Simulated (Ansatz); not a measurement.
# InCl₂F: up Jacob's ladder to CCSD(T)

One table from this session's results is given with a row withheld; the runs are named, their logs left out.

Program: Ansatz 0.2.0, Gaussian basis. Level of theory: functionals in def2-TZVPP, the program's frozen cores in correlated methods. These are calculated values, not measurements.

The runs, in order: LDA (SPW92), PBE-D4, revPBE-D4, BLYP-D4, r2SCAN-D4, B97M-V, PBE0-D4, B3LYP-D4, r2SCANh-D4, r2SCAN0-D4, HSE06-D4, BHLYP-D4, CAM-B3LYP-D4, LC-ωPBE, ωB97X-V, ωB97M-V, B2PLYP, PBE-QIDH; CCSD(T)/def2-SVP; CCSD(T)/def2-TZVPP; MP2/def2-QZVPP; extrapolation to the limit; RPA on PBE.

### Structure used throughout

An earlier PBE0-D4 in a triple-zeta def2 set relaxation fixed the geometry. In takes the def2 core potential; no spin-orbit term is included.

SMILES `[F][In]([Cl])[Cl]`, 4 atoms, charge 0, spin multiplicity 1.

Atoms are counted from 1 here; the program's logs count them from 0.

Bond lengths: F1–In2 1.927 Å, In2–Cl3 2.285 Å, In2–Cl4 2.285 Å. Angles: F1–In2–Cl3 117.6°, F1–In2–Cl4 117.6°, Cl3–In2–Cl4 124.8°.

Set-up of the first run:

File in.yaml:

```yaml
crystal:
  periodic: [false, false, false]
  atoms:
    - {symbol: F, position_ang: [0.230913, 0.992107, 1.678912]}
    - {symbol: In, position_ang: [0.019127, 0.009231, 0.035552]}
    - {symbol: Cl, position_ang: [1.200209, -1.933302, -0.195808]}
    - {symbol: Cl, position_ang: [-1.394749, 0.871664, -1.538956]}
basis:
  gaussian: {orbitals: def2-TZVPP}
hamiltonian: {xc: lda}
output: {orbitals: {seedname: orbitals}}
```

Among the steps run: LDA; PBE-D4 (GGA); revPBE-D4 (GGA); BLYP-D4 (GGA); r2SCAN-D4 (meta-GGA); B97M-V (meta-GGA); PBE0-D4 (hybrid); B3LYP-D4 (hybrid); r2SCANh-D4 (hybrid); r2SCAN0-D4 (hybrid); HSE06-D4 (hybrid); BHLYP-D4 (hybrid); CAM-B3LYP-D4 (range-separated); LC-ωPBE-D4 (range-separated; the results give it without D4); ωB97X-V (range-separated); ωB97M-V (range-separated); B2PLYP (double hybrid); PBE-QIDH (double hybrid).

One table of the session follows, with a row left open; its other results are not shown here.

It belongs to the step «Frontier levels by functional». 

| functional | HOMO (eV) | LUMO (eV) | gap (eV) |
| --- | --- | --- | --- |
| LDA (SPW92) | -8.38 | -4.26 | 4.13 |
| PBE-D4 | ? | ? | ? |
| revPBE-D4 | -8.13 | -3.76 | 4.37 |
| BLYP-D4 | -8.03 | -3.87 | 4.16 |
| r2SCAN-D4 | -8.58 | -3.70 | 4.87 |
| B97M-V | -8.63 | -3.75 | 4.88 |
| PBE0-D4 | -9.64 | -3.01 | 6.63 |
| B3LYP-D4 | -9.35 | -3.34 | 6.01 |
| r2SCANh-D4 | -9.10 | -3.38 | 5.72 |
| r2SCAN0-D4 | -9.89 | -2.90 | 7.00 |
| HSE06-D4 | -9.24 | -3.38 | 5.85 |
| BHLYP-D4 | -10.92 | -2.14 | 8.78 |
| CAM-B3LYP-D4 | -11.03 | -2.06 | 8.96 |
| LC-ωPBE | -12.47 | -0.72 | 11.75 |
| ωB97X-V | -12.07 | -0.89 | 11.18 |
| ωB97M-V | -11.91 | -1.01 | 10.90 |

**Question.** Estimate the row for PBE-D4.

**Answer.** HOMO (eV): -8.20; LUMO (eV): -3.90; gap (eV): 4.30. In the column «HOMO (eV)» it lies between LDA (SPW92) (-8.38) and revPBE-D4 (-8.13).
